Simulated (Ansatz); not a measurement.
# F2GeH2: a dynamics run in two tries

The task is a short trajectory. SMILES of the start: [F][GeH2][F].

Method: RKS PBE/def2-SVP, in Ansatz 0.2.0.

### Step 1. Starting point

Bond lengths: Ge1–F2 1.748 Å, Ge1–H3 1.544 Å, Ge1–H4 1.544 Å, Ge1–F5 1.748 Å. Angles: F2–Ge1–H3 107.8°, F2–Ge1–H4 107.8°, F2–Ge1–F5 105.4°, H3–Ge1–H4 119.4°, H3–Ge1–F5 107.8°, H4–Ge1–F5 107.8°.

Coordinates:

```xyz
5

Ge    0.0338    0.0581   -0.0471
F     0.0028    0.0046    1.7003
H     1.5064   -0.0577   -0.4967
H    -0.8026    1.2754   -0.4970
F    -0.8001   -1.3865   -0.5713
```

### Step 2. First attempt

File input.yaml:

```yaml
crystal:
  periodic: [false, false, false]
  atoms:
    - { symbol: Ge, position_ang: [0.033839, 0.05807, -0.047097] }
    - { symbol: F, position_ang: [0.002762, 0.004565, 1.700253] }
    - { symbol: H, position_ang: [1.506404, -0.057675, -0.496683] }
    - { symbol: H, position_ang: [-0.802593, 1.275443, -0.496957] }
    - { symbol: F, position_ang: [-0.800112, -1.386503, -0.571316] }
basis:
  gaussian: { orbitals: def2-SVP }
hamiltonian:
  xc: pbe
md:
  timestep: 0.25
  n_steps: 25
  ensemble: nvt_langevin
  temperature: 700.0
  initial_velocities: maxwell_boltzmann
  seed: 863948
  friction: 0.005
  temperature_schedule: [{ n_steps: 500, end_temperature: 100.0 }]
```

Command:

```sh
$ ansatz run input.yaml --threads 1 --pin off --max-ram 2048MiB --backend cpu --events-out ev --progress --plain --runs-dir out
```

Before running it: what results should come out? Wanted: first try.

The runs gave:

| quantity | value |
| --- | --- |
| first try | refused |
| cause | the schedule's stages add up to more steps than the run has |

In words: The fault in the first input was caught at the input check and cost nothing.
